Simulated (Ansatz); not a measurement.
# MnHg: the cost of one run

Program: Ansatz 0.2.0. Level of theory: DFT, PBE, with U_eff = 3.56 eV on Mn d, non-collinear spin, plane waves, PAW. These are calculated values, not measurements.

### 1 The system as given

The structure is cubic, space group Pm-3m (No. 221). Conventional cell: a = 3.367 Å, b = 3.367 Å, c = 3.367 Å, α = 90.00°, β = 90.00°, γ = 90.00°. Around Mn (site symmetry m-3m) lie 8 Hg at 2.92 Å. Hg (site symmetry m-3m) is surrounded by 8 Mn at 2.92 Å.

In its conventional cell, by symmetry (the run takes the cell typed in the input):

```cif
data_structure
_symmetry_space_group_name_H-M 'Pm-3m'
_symmetry_Int_Tables_number 221
_cell_length_a 3.3671
_cell_length_b 3.3671
_cell_length_c 3.3671
_cell_angle_alpha 90.000
_cell_angle_beta 90.000
_cell_angle_gamma 90.000
_cell_volume 38.17
loop_
_atom_site_label
_atom_site_type_symbol
_atom_site_symmetry_multiplicity
_atom_site_Wyckoff_symbol
_atom_site_fract_x
_atom_site_fract_y
_atom_site_fract_z
_atom_site_occupancy
Mn1 Mn 1 b 0.50000 0.50000 0.50000 1
Hg1 Hg 1 a 0.00000 0.00000 0.00000 1
```

It starts from an earlier solution of the starting cell (checkpoint.read).

### 2 The walk to rest

The input, input.yaml:

```yaml
crystal:
  lattice:
    - [3.36710499, 0.0, 0.0]
    - [0.0, 6.73420998, 0.0]
    - [0.0, 0.0, 3.36710499]
  atoms:
    - { symbol: Mn, position: [0.5, 0.25, 0.5], spin: 0.09, spin_axis: [0.0, 0.0, 1.0] }
    - { symbol: Mn, position: [0.5, 0.75, 0.5], spin: 0.09, spin_axis: [0.0, 0.0, 1.0] }
    - { symbol: Hg, position: [0.0, 0.0, 0.0] }
    - { symbol: Hg, position: [0.0, 0.5, 0.0] }
kpoints:
  mp_grid: { grid: [7, 4, 7], shift: [0, 0, 0] }
magnetization:
  noncollinear: true
  spin_orbit: false
scf:
  occupations: { method: fermi_dirac }
  lower_state_search: "off"
hamiltonian:
  pseudopotentials: { kind: paw }
  xc: pbe
  hubbard:
    projectors: all-electron-ortho-atomic
    sites: [{ species: Mn, l: d, u_eff: 3.56 }]
basis:
  ecutwfc: 420
  fft_grid_basis: typed
relax:
  max_steps: 60
  cell: { p_target: 0.0 }
  f_tol: 0.03
output:
  forces: true
  stress: true
  eigenvalues: true
  bader: true
  populations: true
  elf: true
  write_potential: true
  volumetric_format: npy
  dos:
    e_range: [-12, 8]
    de: 0.05
    projected: { site_lists: { Hg: [Hg], Mn: [Mn] } }
    method: { smearing: { sigma: 0.1, scheme: gaussian } }
  write_density: true
checkpoint:
  read: saved_state
```

Launch:

```
> ansatz run input.yaml --threads 2 --pin off --max-ram 2560MiB --backend cpu --events-out ev --progress --plain --runs-dir out
```

What time and memory should one allow on 2 threads of AMD EPYC 9R45 (Zen 5), shared host?

About 2.2 min, with a peak of 0.92 GiB.
